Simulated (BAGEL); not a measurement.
# C2H7BO (BH2(OEt)): PBE0/def2-SVP (density fitting with qzvpp-jkfit)

What is the energy change on altering one bond length of C2H7BO (BH2(OEt)) at PBE0/def2-SVP (density fitting with qzvpp-jkfit)? 

The results are computed with BAGEL 1.2.2.

1 further run of the same task is left out (it didn't finish).

### Step 1. The system as given

C2H7BO: 11 atoms, total charge 0, spin state singlet. As SMILES, `[H]B([H])OCC`. The coordinates come from a GFN2-xTB relaxation. This is one conformer, not always the lowest.

Bond lengths: B1–O4 1.321 Å, O4–C5 1.410 Å, C5–C6 1.525 Å, B1–H2 1.183 Å, B1–H3 1.172 Å, C5–H7 1.098 Å, C5–H8 1.096 Å, C6–H9 1.086 Å, C6–H10 1.087 Å, C6–H11 1.088 Å. Some angles: B1–O4–C5 124.6°, O4–C5–C6 110.4°, H2–B1–O4 122.4°, H3–B1–O4 115.6°, O4–C5–H7 110.4°, O4–C5–H8 107.1°, C6–C5–H7 109.9°, C6–C5–H8 110.1°, C5–C6–H9 110.0°, C5–C6–H10 110.1°.

### Step 2. The energy at PBE0/def2-SVP (density fitting with qzvpp-jkfit)

Input file job.json:

```json
{ "bagel": [

{
  "title": "molecule",
  "basis": "svp",
  "df_basis": "qzvpp-jkfit",
  "angstrom": true,
  "geometry": [
    { "atom": "B", "xyz": [       0.896900,       1.425140,      -0.951480 ] },
    { "atom": "H", "xyz": [       1.980190,       1.037980,      -0.673950 ] },
    { "atom": "H", "xyz": [       0.716970,       2.208590,      -1.803920 ] },
    { "atom": "O", "xyz": [      -0.186370,       1.015150,      -0.316460 ] },
    { "atom": "C", "xyz": [      -0.193750,       0.056680,       0.717520 ] },
    { "atom": "C", "xyz": [      -0.699100,      -1.283870,       0.195040 ] },
    { "atom": "H", "xyz": [       0.813470,      -0.061360,       1.137580 ] },
    { "atom": "H", "xyz": [      -0.863710,       0.431950,       1.499810 ] },
    { "atom": "H", "xyz": [      -0.732350,      -2.008520,       1.003870 ] },
    { "atom": "H", "xyz": [      -1.696180,      -1.170730,      -0.222880 ] },
    { "atom": "H", "xyz": [      -0.036080,      -1.651000,      -0.585120 ] }
  ]
},

{
  "title": "ks",
  "xc_func": "pbe0"
},

{
  "title": "print",
  "file": "orbitals.molden",
  "orbitals": true
}

]}
```

Launch:

```sh
$ BAGEL_NUM_THREADS=1 BAGEL job.json > job.out
```

What it wrote:

```text
* using 1 threads per process

  ===============================================================
  ===============================================================

  *** Geometry ***

  { "atom" : "B", "xyz" : [      1.694895,      2.693124,     -1.798037 ] },
  { "atom" : "H", "xyz" : [      3.742017,      1.961498,     -1.273581 ] },
  { "atom" : "H", "xyz" : [      1.354877,      4.173630,     -3.408915 ] },
  { "atom" : "O", "xyz" : [     -0.352188,      1.918355,     -0.598023 ] },
  { "atom" : "C", "xyz" : [     -0.366134,      0.107110,      1.355916 ] },
  { "atom" : "C", "xyz" : [     -1.321108,     -2.426163,      0.368572 ] },
  { "atom" : "H", "xyz" : [      1.537236,     -0.115954,      2.149715 ] },
  { "atom" : "H", "xyz" : [     -1.632175,      0.816267,      2.834230 ] },
  { "atom" : "H", "xyz" : [     -1.383941,     -3.795553,      1.897039 ] },
  { "atom" : "H", "xyz" : [     -3.205316,     -2.212359,     -0.421182 ] },
  { "atom" : "H", "xyz" : [     -0.068181,     -3.119938,     -1.105717 ] },

  Number of auxiliary basis functions:      428

  Since a DF basis is specified, we compute 2- and 3-index integrals:
    o Being stored without compression. Storage requirement is 0.028 GB

  Number of basis functions:       91
  Number of electrons      :       32

    * METHOD: MOLECULE                             0.16

  *** Kohn-Sham DFT ***

    * Removing 20921 points whose weight is below 1.00e-10
    * Grid points: 143045

  === Nuclear Repulsion ===
   119.0190877710

       - DIIS with orbital gradients will be used.

  === KS iteration (pbe0 / svp) ===
      0       -148.20785867          0.13874534           0.40
      1       -140.28349551          0.13762946           0.39
      2       -150.30627396          0.17209067           0.36
      3       -169.60306506          0.09582709           0.38
      4       -176.79890266          0.08471881           0.37
      5       -179.88813105          0.02318422           0.37
      6       -179.92556705          0.02109820           0.35
      7       -180.13414965          0.00819084           0.36
      8       -180.15624910          0.00492606           0.36
      9       -180.16702733          0.00170911           0.33
     10       -180.16838773          0.00015253           0.33
     11       -180.16839992          0.00004657           0.37
     12       -180.16840108          0.00001151           0.34
     13       -180.16840115          0.00000373           0.35
     14       -180.16840116          0.00000044           0.34
     15       -180.16840116          0.00000012           0.33
     16       -180.16840116          0.00000005           0.33
     17       -180.16840116          0.00000001           0.34
    * SCF iteration converged.

    * Permanent dipole moment:
           (    0.083978,     0.555244,    -0.516333) a.u.

    * METHOD: KS                                   7.19

    * METHOD: PRINT                                0.01

  ===============================================================
```

Wall time 7.8 s (1 thread of AMD EPYC 9R45 (Zen 5), shared host); peak memory 0.56 GiB.

### Step 3. The distorted shape at the same level

Input file job.json:

```json
{ "bagel" : [

{
  "title" : "molecule",
  "basis" : "svp",
  "df_basis" : "qzvpp-jkfit",
  "angstrom" : true,
  "geometry" : [
    { "atom" : "B", "xyz" : [    0.745834,    1.442844,   -1.014482 ] },
    { "atom" : "H", "xyz" : [    1.829124,    1.055684,   -0.736952 ] },
    { "atom" : "H", "xyz" : [    0.565904,    2.226294,   -1.866922 ] },
    { "atom" : "O", "xyz" : [   -0.337436,    1.032854,   -0.379462 ] },
    { "atom" : "C", "xyz" : [   -0.344816,    0.074384,    0.654518 ] },
    { "atom" : "C", "xyz" : [   -0.850166,   -1.266166,    0.132038 ] },
    { "atom" : "H", "xyz" : [    0.813470,   -0.061360,    1.137580 ] },
    { "atom" : "H", "xyz" : [   -1.014776,    0.449654,    1.436808 ] },
    { "atom" : "H", "xyz" : [   -0.883416,   -1.990816,    0.940868 ] },
    { "atom" : "H", "xyz" : [   -1.847246,   -1.153026,   -0.285882 ] },
    { "atom" : "H", "xyz" : [   -0.187146,   -1.633296,   -0.648122 ] }
  ]
},
{
  "title" : "ks",
  "xc_func" : "pbe0"
},
{
  "title" : "print",
  "file" : "orbitals.molden",
  "orbitals" : true
}

]}
```

Launch:

```sh
$ BAGEL_NUM_THREADS=1 BAGEL job.json > job.out
```

What it wrote:

```text
* using 1 threads per process

  ===============================================================
  ===============================================================

  *** Geometry ***

  { "atom" : "B", "xyz" : [      1.409422,      2.726580,     -1.917093 ] },
  { "atom" : "H", "xyz" : [      3.456543,      1.994954,     -1.392637 ] },
  { "atom" : "H", "xyz" : [      1.069404,      4.207086,     -3.527971 ] },
  { "atom" : "O", "xyz" : [     -0.637662,      1.951811,     -0.717079 ] },
  { "atom" : "C", "xyz" : [     -0.651608,      0.140565,      1.236860 ] },
  { "atom" : "C", "xyz" : [     -1.606581,     -2.392707,      0.249516 ] },
  { "atom" : "H", "xyz" : [      1.537236,     -0.115954,      2.149715 ] },
  { "atom" : "H", "xyz" : [     -1.917649,      0.849723,      2.715174 ] },
  { "atom" : "H", "xyz" : [     -1.669414,     -3.762097,      1.777983 ] },
  { "atom" : "H", "xyz" : [     -3.490789,     -2.178903,     -0.540239 ] },
  { "atom" : "H", "xyz" : [     -0.353655,     -3.086482,     -1.224773 ] },

  Number of auxiliary basis functions:      428

  Since a DF basis is specified, we compute 2- and 3-index integrals:
    o Being stored without compression. Storage requirement is 0.028 GB

  Number of basis functions:       91
  Number of electrons      :       32

    * METHOD: MOLECULE                             0.15

  *** Kohn-Sham DFT ***

    * Removing 20717 points whose weight is below 1.00e-10
    * Grid points: 143249

  === Nuclear Repulsion ===
   118.3718089946

       - DIIS with orbital gradients will be used.

  === KS iteration (pbe0 / svp) ===
      0       -148.17800725          0.13803260           0.33
      1       -140.77516464          0.13635100           0.32
      2       -150.38931459          0.16859660           0.32
      3       -169.83955637          0.09479136           0.31
      4       -177.37729164          0.07596241           0.31
      5       -179.87131779          0.02342778           0.31
      6       -179.86802146          0.02281612           0.32
      7       -180.13270938          0.00665534           0.33
      8       -180.14826696          0.00434237           0.33
      9       -180.15673461          0.00113651           0.33
     10       -180.15734624          0.00009736           0.33
     11       -180.15735161          0.00002237           0.33
     12       -180.15735177          0.00001369           0.33
     13       -180.15735187          0.00000307           0.33
     14       -180.15735187          0.00000050           0.34
     15       -180.15735187          0.00000025           0.33
     16       -180.15735187          0.00000006           0.33
     17       -180.15735187          0.00000001           0.32
     18       -180.15735187          0.00000000           0.32
    * SCF iteration converged.

    * Permanent dipole moment:
           (    0.123868,     0.544967,    -0.472509) a.u.

    * METHOD: KS                                   6.90

    * METHOD: PRINT                                0.01

  ===============================================================
```

It took 7.5 s on 1 thread of AMD EPYC 9R45 (Zen 5), shared host; peak memory 0.57 GiB.

### Step 4. Summary of results

Level: PBE0/def2-SVP (density fitting with qzvpp-jkfit).

| quantity | value |
| --- | --- |
| first shape: total energy | -180.16840 Eh |
| first shape: dipole moment | 1.94 D |
| first shape: HOMO energy | -8.35 eV |
| first shape: LUMO energy | -0.01 eV |
| first shape: HOMO–LUMO gap | 8.34 eV |
| distorted shape: total energy | -180.15735 Eh |
| distorted shape: dipole moment | 1.86 D |
| distorted shape: HOMO energy | -8.38 eV |
| distorted shape: LUMO energy | -0.04 eV |
| distorted shape: HOMO–LUMO gap | 8.34 eV |
| energy change with the C5–H7 bond stretched from 1.098 to 1.262 Å | 0.301 eV |

With the C5–H7 bond stretched from 1.098 to 1.262 Å the energy rises by 0.30 eV (29.0 kJ/mol). The first shape isn't relaxed at this level, so the change isn't measured from a minimum.
